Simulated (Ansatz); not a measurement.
# LiTe3P (element-swapped structure): how the settings move a single-point run

Aim: see which settings change the result for LiTe3P (element-swapped structure), by how much, and at what cost.

Method: reference: DFT r2SCAN, plane waves, PAW, scalar-relativistic, no spin polarisation, in Ansatz 0.2.0.

### Step 1. The system as given

Symmetry: C2/m, No. 12, monoclinic system. The conventional cell has a = 12.372 Å, b = 7.799 Å, c = 7.263 Å, α = 90.00°, β = 125.57°, γ = 90.00°. Around Li (site symmetry 2) lie 4 Te at 2.85 to 2.89 Å. Around P (site symmetry m) lie 4 Te at 2.18 to 2.38 Å. Around Te (site symmetry 2) lie 2 P at 2.38 Å. Te (site symmetry m) is surrounded by 1 P at 2.21 Å and 2 Li at 2.89 Å. Te (site symmetry m) is surrounded by 1 P at 2.18 Å and 2 Li at 2.85 Å.

Structure file:

```
CELL_PARAMETERS angstrom
6.18603 3.89952 0.00000
6.18603 -3.89952 0.00000
4.22485 0.00000 -5.90737
ATOMIC_POSITIONS crystal
Li 0.24070 0.75930 0.00000
Li 0.75930 0.24070 0.00000
P 0.15390 0.15390 0.41940
P 0.84610 0.84610 0.58060
Te 0.77880 0.22120 0.50000
Te 0.22120 0.77880 0.50000
Te 0.19780 0.19780 0.67390
Te 0.80220 0.80220 0.32610
Te 0.31920 0.31920 0.06150
Te 0.68080 0.68080 0.93850
```

### Step 2. The reference run

input.yaml reads:

```yaml
crystal:
  lattice:
    - [6.186033, 3.899523, 0.0]
    - [6.186033, -3.899523, 0.0]
    - [4.224852, 0.0, -5.907373]
  atoms:
    - { symbol: Li, position: [0.2407, 0.7593, 0.0] }
    - { symbol: Li, position: [0.7593, 0.2407, 0.0] }
    - { symbol: P, position: [0.1539, 0.1539, 0.4194] }
    - { symbol: P, position: [0.8461, 0.8461, 0.5806] }
    - { symbol: Te, position: [0.7788, 0.2212, 0.5] }
    - { symbol: Te, position: [0.2212, 0.7788, 0.5] }
    - { symbol: Te, position: [0.1978, 0.1978, 0.6739] }
    - { symbol: Te, position: [0.8022, 0.8022, 0.3261] }
    - { symbol: Te, position: [0.3192, 0.3192, 0.0615] }
    - { symbol: Te, position: [0.6808, 0.6808, 0.9385] }
  symmetry: { tolerance: 0.0003 }
kpoints:
  mp_grid: { grid: [3, 3, 3], shift: [0, 0, 0] }
magnetization:
  spin_polarized: false
scf:
  occupations: { method: fermi_dirac }
hamiltonian:
  pseudopotentials: { kind: paw }
  xc: r2scan
basis:
  ecutwfc: 500
output:
  forces: true
  stress: true
  eigenvalues: true
```

Launch:

```
ansatz run input.yaml --threads 1 --pin off --max-ram 2560MiB --backend cpu --events-out ev --progress --plain --runs-dir out
```

### Step 3. Changing settings: occupations.width 0.1

Changes to input.yaml since step 2:

```diff
@@ -22,3 +22,3 @@
 scf:
-  occupations: { method: fermi_dirac }
+  occupations: { method: fermi_dirac, width: 0.1 }
 hamiltonian:
```

### Step 4. Variant: chi_scale 0.3

Changes to input.yaml since step 2:

```diff
@@ -23,2 +23,3 @@
   occupations: { method: fermi_dirac }
+  initial_density: { chi_scale: 0.3 }
 hamiltonian:
```

### Step 5. Changing settings: dr2_threshold 1.0e-08

Changes to input.yaml since step 2:

```diff
@@ -23,2 +23,3 @@
   occupations: { method: fermi_dirac }
+  convergence: { dr2_threshold: 1.0e-08 }
 hamiltonian:
```

### Step 6. Variant: eigensolver.kind davidson, ecutrho_ratio 9

Changes to input.yaml since step 2:

```diff
@@ -23,2 +23,3 @@
   occupations: { method: fermi_dirac }
+  eigensolver: { kind: davidson }
 hamiltonian:
@@ -28,2 +29,3 @@
   ecutwfc: 500
+  ecutrho_ratio: 9
 output:
@@ -32 +34,5 @@
   eigenvalues: true
+  write_density: true
+  write_potential: true
+  elf: true
+  volumetric_format: npy
```

What does the calculation give? Wanted: for each run, ending; energy change; pressure; gap; force.

**Answer**, as computed:

| run | ending | energy change | pressure (GPa) | gap (eV) | force (eV/Å) | cycles | time |
| --- | --- | --- | --- | --- | --- | --- | --- |
| reference | converged | 0 | 11.6 | 0.81 | 4.41 | 7 | 13 s |
| 1: occupations.width 0.1 | converged | 0.0 meV/atom (σ→0) | 11.6 | 0.81 | 4.41 | 7 | 13 s |
| 2: chi_scale 0.3 | converged | 0.0 meV/atom | 11.6 | 0.81 | 4.41 | 9 | 15 s |
| 3: dr2_threshold 1.0e-08 | converged | 0.0 meV/atom | 11.6 | 0.81 | 4.41 | 8 | 14 s |
| 4: eigensolver.kind davidson, ecutrho_ratio 9 | converged | 0.0 meV/atom | 11.6 | 0.81 | 4.41 | 7 | 39 s |

Times don't compare one to one where runs were asked for different outputs or read a saved state (see the inputs); cycles may leave out searches for a lower state.

Residual by cycle in the longest SCF loop of each run; runs are numbered as in the table. The quantity is the density residual dr2, in eV.

```
cycle  reference    run 1   run 2    run 3    run 4
    1      0.116    0.116    14.2    0.116   0.0841
    2     0.0115   0.0115    2.65   0.0115    0.012
    3    0.00393  0.00393   0.161  0.00393  0.00194
    4     9.6e-5   9.6e-5  0.0118   9.6e-5   7.7e-5
    5     1.2e-5   1.2e-5  6.4e-4   1.2e-5   1.0e-5
    6     3.2e-7   3.2e-7  4.9e-5   3.2e-7   4.7e-7
    7     4.0e-8   4.0e-8  4.2e-6   4.1e-8   3.7e-8
    8          -        -  3.2e-7   2.6e-9        -
    9          -        -  2.3e-8        -        -
```

Of the converged runs whose energies compare with the reference's, none moves it noticeably. The gap of the reference lacks spin-orbit coupling, though the cell holds Te.

Caveats on the reference run: the cell is far from equilibrium (12 GPa, forces up to 4.4 eV/Å), so its values aren't those of the relaxed material; the structure is made up and not relaxed.
